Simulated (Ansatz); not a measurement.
# CH3ClFGaO: the cost of one run

All numbers below are computed with Ansatz 0.2.0 (RKS PBE/def2-SVP).

## 1. Starting point

Bond lengths: C1–O2 1.423 Å, O2–Ga3 1.767 Å, Ga3–F4 1.770 Å, Ga3–Cl5 2.066 Å, C1–H6 1.092 Å, C1–H7 1.096 Å, C1–H8 1.093 Å. Angles: C1–O2–Ga3 127.3°, O2–C1–H6 108.3°, O2–C1–H7 112.4°, O2–C1–H8 108.2°, H6–C1–H7 109.0°, H6–C1–H8 109.9°, H7–C1–H8 109.0°, O2–Ga3–F4 112.5°, O2–Ga3–Cl5 123.8°, F4–Ga3–Cl5 123.7°.

As a file:

```xyz
8

C    -0.4344   -0.5580    1.1157
O    -0.0676    0.6289    0.4217
Ga    0.4999    0.7614   -1.2463
F     0.5649   -0.8060   -2.0667
Cl    1.0334    2.5456   -2.1411
H     0.2154   -0.6591    1.9880
H    -0.3373   -1.4536    0.4922
H    -1.4742   -0.4592    1.4365
```

## 2. End point A

input.yaml reads:

```yaml
crystal:
  periodic: [false, false, false]
  atoms:
    - { symbol: C, position_ang: [-0.43444, -0.55798, 1.11572] }
    - { symbol: O, position_ang: [-0.06764, 0.62886, 0.42169] }
    - { symbol: Ga, position_ang: [0.49989, 0.76138, -1.2463] }
    - { symbol: F, position_ang: [0.5649, -0.80598, -2.0667] }
    - { symbol: Cl, position_ang: [1.03337, 2.54563, -2.14109] }
    - { symbol: H, position_ang: [0.21542, -0.65908, 1.98804] }
    - { symbol: H, position_ang: [-0.33731, -1.45361, 0.49216] }
    - { symbol: H, position_ang: [-1.4742, -0.45922, 1.43649] }
basis:
  gaussian: { orbitals: def2-SVP }
hamiltonian:
  xc: pbe
relax:
  f_tol: 0.02
  max_steps: 50
```

The run is started by

```bash
$ ansatz run input.yaml --threads 2 --pin off --max-ram 3072MiB --backend cpu --events-out ev --progress --plain --runs-dir out
```

Q: Estimate wall time and peak memory on 2 threads of Intel Xeon 6975P-C (Granite Rapids), shared host.

About 6.9 s, with a peak of 0.2 GiB.
